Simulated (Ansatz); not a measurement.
# GaAs: the cost of one run

Computed with Ansatz 0.2.0 (DFT r²SCAN, frozen-core PAW, scalar-relativistic unless said, unless a step's input says otherwise).

## Step 1: Starting point

It takes space group F-43m (No. 216, cubic). The conventional cell has a = 5.654 Å, b = 5.654 Å, c = 5.654 Å, α = 90.00°, β = 90.00°, γ = 90.00°. Ga (site symmetry -43m) has 4 As at 2.45 Å as nearest neighbours. As (site symmetry -43m) is surrounded by 4 Ga at 2.45 Å.

Coordinates:

```
CELL_PARAMETERS angstrom
0.00000 2.82685 2.82685
2.82685 0.00000 2.82685
2.82685 2.82685 0.00000
ATOMIC_POSITIONS crystal
Ga 0.00000 0.00000 0.00000
As 0.75000 0.75000 0.75000
```

Cartesian axes are those of the input's lattice vectors. The structure goes back to a database entry.

## Step 2: Cell and atoms relaxed, PAW

input.yaml

```yaml
crystal:
  lattice:
    - [0.0, 2.82685, 2.82685]
    - [2.82685, 0.0, 2.82685]
    - [2.82685, 2.82685, 0.0]
  atoms:
    - { symbol: Ga, position: [0.0, 0.0, 0.0] }
    - { symbol: As, position: [0.75, 0.75, 0.75] }
kpoints:
  mp_grid: { grid: [14, 14, 14] }
scf:
  occupations: { method: fermi_dirac, width: 0.1 }
hamiltonian:
  xc: r2scan
  pseudopotentials: { kind: paw }
relax:
  f_tol: 0.002
  max_steps: 80
  cell: {}
output:
  forces: true
  stress: true
```

Command:

```
$ ansatz run input.yaml --threads 1 --pin off --max-ram 3072MiB --backend cpu --events-out ev --progress --plain --runs-dir out
```

**Question.** How long does this run take on 1 thread of Intel Xeon Platinum 8375C at 2.90GHz (Ice Lake), shared host, and how much memory does it need?

About 49 s, with a peak of 0.59 GiB.
